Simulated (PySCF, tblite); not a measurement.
# C₂H₁₀O₂Si₂: geometry, infrared bands and NMR shifts

What infrared bands and NMR shifts should C₂H₁₀O₂Si₂ (`CO[Si@H](C)O[SiH3]`) show?

The runs use tblite 0.8.0 and PySCF 2.14.0, with density-fitted response routines of our own; the level of theory stands in each step. All values are computed, except where a source is named. Atoms are numbered from 0 throughout.

## 1. Starting geometry

16 atoms, charge 0, multiplicity 1; geometry from: force field or distance geometry start.

Bonds of the start (Å): C0–O1 1.42, O1–Si2 1.65, Si2–C3 1.85, Si2–O4 1.66, O4–Si5 1.66, C0–H6 1.08, C0–H7 1.09, C0–H8 1.10, Si2–H9 1.48, C3–H10 1.10, C3–H11 1.09, C3–H12 1.09, Si5–H13 1.48, Si5–H14 1.48, Si5–H15 1.48.

## 2. Relaxing the molecule with GFN2-xTB

What the job is given:

```
{"job": {"kind": "relax", "xc": "GFN2-xTB", "basis": "xTB"}, "charge": 0, "multiplicity": 1}
C      1.559700    -2.052200    -0.680200
O      1.354400    -1.203800     0.436900
Si     0.531700     0.214100     0.241500
C      0.486000     1.236300     1.783000
O     -0.991200    -0.123600    -0.336000
Si    -2.321800     0.685400    -0.911700
H      2.140200    -2.912200    -0.363700
H      2.116300    -1.531700    -1.466100
H      0.600300    -2.421400    -1.067200
H      1.231700     0.991800    -0.799100
H     -0.043900     0.699500     2.590300
H      1.497000     1.439400     2.144500
H     -0.024100     2.186800     1.639400
H     -2.791700     1.632500     0.124200
H     -1.958000     1.451100    -2.130100
H     -3.394100    -0.282900    -1.217000
```

Launch:

```sh
OMP_NUM_THREADS=1 python probes_run.py task.json out
```

The driver reads the jobs from task.json and runs them one after another.

**Question.** This job is followed by: GFN2-xTB harmonic vibrations, gas phase; GIAO PBE0/pcSseg-1 NMR shielding, non-relativistic, gas phase. Predict these results of the whole session: strongest single infrared mode (GFN2-xTB); zero-point energy (GFN2-xTB); 13C shifts against TMS (PBE0/pcSseg-1); 1H shifts against TMS (PBE0/pcSseg-1, means over atoms taken as alike); 17O shifts against H2O (PBE0/pcSseg-1); 29Si shifts against TMS (PBE0/pcSseg-1).

The runs gave:

| quantity | value |
| --- | --- |
| strongest single infrared mode (GFN2-xTB) | 1081 cm⁻¹, 615 km/mol |
| zero-point energy (GFN2-xTB) | 72.0 kcal/mol |
| 13C shifts against TMS (PBE0/pcSseg-1) | 52.4, -0.3 ppm |
| 1H shifts against TMS (PBE0/pcSseg-1, means over atoms taken as alike) | 5.20, 4.91, 3.95, 0.05 ppm |
| 17O shifts against H2O (PBE0/pcSseg-1) | 42.1, 35.4 ppm |
| 29Si shifts against TMS (PBE0/pcSseg-1) | -26.3, -45.3 ppm |

What this shows: Over 105 steps the energy fell by 0.249 eV; of the close pairs, O4–Si5 changed most, 1.660 to 1.617 Å. The lowest mode is slightly imaginary (6i cm⁻¹), a soft motion within the noise of the Hessian, so the minimum is not strictly shown. The strongest single mode, at 1081 cm⁻¹, moves mainly O4. Unscaled tight-binding wavenumbers are off by several per cent, some by more. Its intensities can rank the bands wrongly.
